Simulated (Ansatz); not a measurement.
**Alloy of SnO2 and TiO2 (11 of 24 Sn sites exchanged), 72 atoms**

Wanted: the relaxed alloy cell and its gap (PBEsol and HSE06).

Method: density functional theory in Ansatz 0.2.0, PAW datasets, plane waves.

**1. Starting point**

72 atoms (11 Ti, 13 Sn, 48 O); a = 9.382 Å, b = 9.382 Å, c = 9.276 Å, α = 90.00°, β = 90.00°, γ = 90.00°. All atoms were shaken off their sites by about 0.02 Å along each axis.

Steps to follow: (2) PBEsol cell relaxation at the single k point (½, ½, ½), on 7 threads of Arm Neoverse-V2; (3) HSE06 single point at the Γ point alone, on 7 threads of Arm Neoverse-V2.

**2. Relaxing cell and atoms with PBEsol**

Input file in.yaml:

```yaml
crystal:
  lattice:
    - [9.381776, 0.000000, 0.000000]
    - [0.000000, 9.381776, 0.000000]
    - [0.000000, 0.000000, 9.275639]
  atoms:
    - { symbol: Ti, position: [0.000182, 0.996135, 0.997628] }
    - { symbol: Ti, position: [0.007116, 0.999269, 0.335395] }
    - { symbol: Ti, position: [0.998816, 0.498171, 0.999016] }
    - { symbol: Ti, position: [0.498630, 0.998935, 0.332037] }
    - { symbol: Ti, position: [0.501125, 0.996016, 0.664357] }
    - { symbol: Ti, position: [0.250388, 0.253445, 0.165832] }
    - { symbol: Ti, position: [0.250791, 0.749740, 0.498022] }
    - { symbol: Ti, position: [0.748352, 0.247991, 0.831868] }
    - { symbol: Ti, position: [0.752423, 0.750070, 0.168780] }
    - { symbol: Ti, position: [0.752591, 0.752511, 0.499007] }
    - { symbol: Ti, position: [0.748030, 0.752761, 0.831840] }
    - { symbol: Sn, position: [0.003875, 0.001123, 0.668268] }
    - { symbol: Sn, position: [0.998963, 0.500238, 0.330092] }
    - { symbol: Sn, position: [0.998752, 0.497069, 0.665447] }
    - { symbol: Sn, position: [0.501123, 0.003848, 0.000661] }
    - { symbol: Sn, position: [0.501049, 0.504428, 0.998034] }
    - { symbol: Sn, position: [0.502110, 0.498164, 0.335670] }
    - { symbol: Sn, position: [0.500495, 0.497485, 0.664941] }
    - { symbol: Sn, position: [0.249855, 0.251255, 0.499556] }
    - { symbol: Sn, position: [0.251747, 0.250402, 0.828437] }
    - { symbol: Sn, position: [0.249079, 0.752384, 0.162591] }
    - { symbol: Sn, position: [0.250174, 0.754135, 0.833303] }
    - { symbol: Sn, position: [0.749133, 0.250998, 0.169654] }
    - { symbol: Sn, position: [0.752620, 0.248951, 0.502505] }
    - { symbol: O, position: [0.155089, 0.154170, 0.995071] }
    - { symbol: O, position: [0.151821, 0.152809, 0.335719] }
    - { symbol: O, position: [0.155719, 0.151716, 0.666707] }
    - { symbol: O, position: [0.155005, 0.653658, 0.001002] }
    - { symbol: O, position: [0.149458, 0.653705, 0.333535] }
    - { symbol: O, position: [0.155966, 0.653577, 0.670411] }
    - { symbol: O, position: [0.653004, 0.151138, 0.998472] }
    - { symbol: O, position: [0.655707, 0.150407, 0.335046] }
    - { symbol: O, position: [0.650889, 0.153193, 0.663206] }
    - { symbol: O, position: [0.649273, 0.654213, 0.996208] }
    - { symbol: O, position: [0.652313, 0.651244, 0.336476] }
    - { symbol: O, position: [0.653725, 0.654384, 0.670568] }
    - { symbol: O, position: [0.347174, 0.345417, 0.999648] }
    - { symbol: O, position: [0.348240, 0.347263, 0.325563] }
    - { symbol: O, position: [0.347287, 0.350606, 0.668061] }
    - { symbol: O, position: [0.347368, 0.851420, 0.998951] }
    - { symbol: O, position: [0.349376, 0.846478, 0.334752] }
    - { symbol: O, position: [0.345867, 0.847807, 0.667117] }
    - { symbol: O, position: [0.847342, 0.345348, 0.998555] }
    - { symbol: O, position: [0.848191, 0.346107, 0.336049] }
    - { symbol: O, position: [0.846761, 0.351683, 0.667500] }
    - { symbol: O, position: [0.847424, 0.847475, 0.999325] }
    - { symbol: O, position: [0.844152, 0.848251, 0.329128] }
    - { symbol: O, position: [0.846220, 0.848444, 0.667933] }
    - { symbol: O, position: [0.098930, 0.403742, 0.167156] }
    - { symbol: O, position: [0.099077, 0.401491, 0.502054] }
    - { symbol: O, position: [0.098614, 0.400180, 0.833667] }
    - { symbol: O, position: [0.098931, 0.902299, 0.164881] }
    - { symbol: O, position: [0.095449, 0.901932, 0.498922] }
    - { symbol: O, position: [0.099462, 0.904402, 0.834248] }
    - { symbol: O, position: [0.599075, 0.401395, 0.166149] }
    - { symbol: O, position: [0.599021, 0.399830, 0.503313] }
    - { symbol: O, position: [0.601193, 0.404813, 0.833160] }
    - { symbol: O, position: [0.594908, 0.902398, 0.167487] }
    - { symbol: O, position: [0.598218, 0.898189, 0.501434] }
    - { symbol: O, position: [0.600223, 0.902243, 0.832066] }
    - { symbol: O, position: [0.403053, 0.096237, 0.168977] }
    - { symbol: O, position: [0.403026, 0.098699, 0.496368] }
    - { symbol: O, position: [0.404030, 0.096963, 0.834796] }
    - { symbol: O, position: [0.402553, 0.594736, 0.165939] }
    - { symbol: O, position: [0.403442, 0.597753, 0.500299] }
    - { symbol: O, position: [0.404736, 0.592954, 0.831603] }
    - { symbol: O, position: [0.903836, 0.093156, 0.167263] }
    - { symbol: O, position: [0.901374, 0.098155, 0.494365] }
    - { symbol: O, position: [0.902498, 0.100587, 0.832417] }
    - { symbol: O, position: [0.899071, 0.599461, 0.166800] }
    - { symbol: O, position: [0.902176, 0.599913, 0.503104] }
    - { symbol: O, position: [0.902423, 0.596131, 0.832955] }
kpoints:
  mp_grid: { grid: [1, 1, 1], shift: [0.5, 0.5, 0.5] }
hamiltonian:
  xc: pbesol
scf:
  occupations: { method: fermi_dirac, width: 0.01 }
relax:
  f_tol: 0.03
  max_steps: 80
  escape_saddle: false
  adjacent_minimum: "off"
  cell: { fix: [alpha, beta, gamma] }
output:
  forces: true
  eigenvalues: true
  populations: true
```

Launch:

```console
ansatz run in.yaml --threads 7 --pin off --max-ram 13300MiB --runs-dir r --events-out ev --progress --plain
```

After this run come: HSE06 on the final geometry.

Before running it: what results should come out? Wanted: for each run, top filled to lowest empty.

**Answer**, as computed:

```
             level                     time   k points  top filled to lowest empty (eV)
PBEsol, relaxation  2.1 min (7 CPU threads)  (½, ½, ½)                             2.66
             HSE06  6.3 min (7 CPU threads)          Γ                             3.85
```

```
     quantity                                                                      value
   relaxation                                           8 recorded steps, 3.50 eV gained
largest shift                                                               0.18 Å (Ti6)
 relaxed cell  a = 9.399 Å, b = 9.407 Å, c = 9.254 Å, α = 90.00°, β = 90.00°, γ = 90.00°
   mean bonds                                                   O–Sn 2.059, O–Ti 1.975 Å
```

**Reading.** Relaxation gains 3.50 eV, with shifts up to 0.18 Å (Ti6), while the volume changes by +0.2 %. The mean lengths of the listed bonds run from O–Ti 1.98 Å to O–Sn 2.06 Å. Rows on different k points differ by sampling as well as by level. With one k point the spacing samples only the states that fold onto it, so it can exceed the gap over the zone.
